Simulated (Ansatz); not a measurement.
# Pd (sc type): the cost of one run

Program: Ansatz 0.2.0. Level of theory: DFT LDA, with the methods named in each step. These are calculated values, not measurements.

1 further run of the same task is left out (it didn't finish). Runs told in other sessions of the task aren't counted.

## (1) Starting point

The structure is cubic, space group Pm-3m (No. 221). Conventional cell: a = 2.483 Å, b = 2.483 Å, c = 2.483 Å, α = 90.00°, β = 90.00°, γ = 90.00°. Pd (site symmetry m-3m) has 6 Pd at 2.48 Å in its first shell of neighbours.

Structure file:

```
CELL_PARAMETERS angstrom
2.48338 0.00000 0.00000
0.00000 2.48338 0.00000
0.00000 0.00000 2.48338
ATOMIC_POSITIONS crystal
Pd 0.00000 0.00000 0.00000
```

Whether this phase is the stable one at these pressures isn't tested.

## (2) Cell relaxed at zero pressure, PAW

input.yaml

```yaml
crystal:
  lattice:
    - [2.4833820489, 0.0, 0.0]
    - [0.0, 2.4833820489, 0.0]
    - [0.0, 0.0, 2.4833820489]
  atoms:
    - { symbol: Pd, position: [0.0, 0.0, 0.0] }
kpoints:
  mp_grid: { grid: [15, 15, 15] }
scf:
  occupations: { method: fermi_dirac, width: 0.1 }
hamiltonian:
  xc: lda
  pseudopotentials: { kind: paw }
output:
  forces: true
  stress: true
relax:
  f_tol: 0.005
  max_steps: 40
  cell: {}
```

Command:

```console
> ansatz run input.yaml --threads 1 --pin off --max-ram 2048MiB --backend cpu --events-out ev --progress --plain --runs-dir out
```

Q: Estimate wall time and peak memory on 1 thread of Arm Neoverse V1, shared host.

About 7.2 s, with a peak of 0.27 GiB.
